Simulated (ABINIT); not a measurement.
Crystal: PPt.

```
Pt P
1.0
     3.74303    0.00000    0.00000
    -1.87151    3.24156    0.00000
     0.00000    0.00000    6.35374
Pt P
2 2
Direct
  0.33333 0.66667 0.37190
  0.66667 0.33333 0.87190
  0.33333 0.66667 0.00310
  0.66667 0.33333 0.50310
```

The cell comes from a database or a generator and needn't be the stable form of this composition.

* Program: ABINIT 10.8.3 (patched build)
* Task: single point
* Functional: PBE
* Potentials or basis: JTH PAW PBE v2.0
* Cutoff: 544 eV
* k mesh: 8 × 8 × 4
* Occupations: fermi-dirac, width 0.05 eV
* Spin: no spin polarisation

On this cell: pressure 0.8 GPa; largest force 0.155 eV/Å; band gap on the k mesh none (metal or under the smearing width).

The same run follows on a disturbed copy (atoms moved at random, drawn with an rms of 0.05 Å):

```xyz
4
Lattice="3.7430 0.0000 0.0000 -1.8715 3.2416 0.0000 0.0000 0.0000 6.3537" Properties=species:S:1:pos:R:3 pbc="T T T"
Pt   -0.0122    2.1336    2.3849
Pt    1.8747    1.0814    5.5118
P    -0.0504    2.1710   -0.0205
P     1.8721    1.1027    3.2000
```

**Question.** What does the disturbed cell give?

**Answer.** The energy (extrapolated to zero smearing) moves by +13.6 meV/atom; pressure 1.3 GPa; largest force 0.866 eV/Å; band gap on the k mesh none (metal or under the smearing width).

Forces in eV/Å, atoms in the order of the input:
```
Pt   0.140  0.524 -0.668
Pt  -0.571  0.066  0.070
P    0.569 -0.083  0.647
P   -0.138 -0.507 -0.050
```

Stress tensor (GPa, compression positive):
```
 2.26  1.37  0.47
 1.37  0.60 -0.70
 0.47 -0.70  1.02
```
